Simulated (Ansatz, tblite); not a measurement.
**SiIH3 (SiH₃I): charged states by level of theory**

An exercise on one series of results from a longer session: the logs are not shown, and one member is left open.

Computed with Ansatz 0.2.0, Gaussian basis. Level: as each input shows.

The runs, in order: charge +1 doublet, at the geometry of the singlet (PBE0-D4/def2-TZVP, PBE-D4/def2-TZVP, r2SCAN-D4/def2-TZVP, CCSD(T)/def2-TZVPP); charge +1 doublet, relaxed (PBE0-D4/def2-TZVP, PBE-D4/def2-TZVP); the starting singlet's energies come from earlier runs.

1 further run of the same task is left out (set aside as unsound or not needed). Runs told in other sessions of the task aren't counted.

## The geometry

The geometry is that of the singlet, from an earlier relaxation (r2SCAN-D4/def2-TZVP).

5 atoms, charge 0, spin multiplicity 1.

Atoms are counted from 1 here; the program's logs count them from 0.

Bond lengths: Si1–I2 2.444 Å, Si1–H3 1.480 Å, Si1–H4 1.480 Å, Si1–H5 1.480 Å. Angles: I2–Si1–H3 108.6°, I2–Si1–H4 108.6°, I2–Si1–H5 108.6°, H3–Si1–H4 110.4°, H3–Si1–H5 110.4°, H4–Si1–H5 110.4°.

I takes a core potential in the def2 sets. No spin-orbit coupling is included.

The first run:

File in.yaml:

```yaml
crystal:
  periodic: [false, false, false]
  atoms:
    - {symbol: Si, position_ang: [-0.001240, 0.001937, -0.206103]}
    - {symbol: I, position_ang: [0.013536, -0.021042, 2.237605]}
    - {symbol: H, position_ang: [1.399026, 0.011284, -0.685619]}
    - {symbol: H, position_ang: [-0.709844, 1.219014, -0.661483]}
    - {symbol: H, position_ang: [-0.701467, -1.211192, -0.684400]}
basis:
  gaussian: {orbitals: def2-TZVP}
total_charge: 1
magnetization: {spin_polarized: true, initial_magnetization: 1}
hamiltonian: {xc: pbe0, dispersion: d4}
output: {orbitals: {seedname: orbitals}}
```

Command:

```console
ansatz run in.yaml --threads 4 --pin off --events-out ev --progress --plain --max-ram 3916MiB
```

Among the steps run: Charge +1 doublet at the fixed geometry, PBE0-D4/def2-TZVP; Charge +1 doublet at the fixed geometry, PBE-D4/def2-TZVP; Charge +1 doublet at the fixed geometry, r2SCAN-D4/def2-TZVP; Charge +1 doublet at the fixed geometry, CCSD(T)/def2-TZVPP.

One table of the session follows, with a row left open; its other results are not shown here.

It belongs to the step «Vertical ionisation energy». 

| method | vertical ionisation energy (eV) |
| --- | --- |
| HF/def2-TZVPP | 9.12 |
| PBE-D4/def2-TZVP | ? |
| r2SCAN-D4/def2-TZVP | 9.94 |
| PBE0-D4/def2-TZVP | 9.98 |
| MP2/def2-TZVPP | 10.11 |
| CCSD/def2-TZVPP | 9.93 |
| CCSD(T)/def2-TZVPP | 9.98 |

Q: Estimate the row for PBE-D4/def2-TZVP from the others.

As computed: vertical ionisation energy (eV): 9.83. In the column «vertical ionisation energy (eV)» it lies between HF/def2-TZVPP (9.12) and CCSD/def2-TZVPP (9.93).
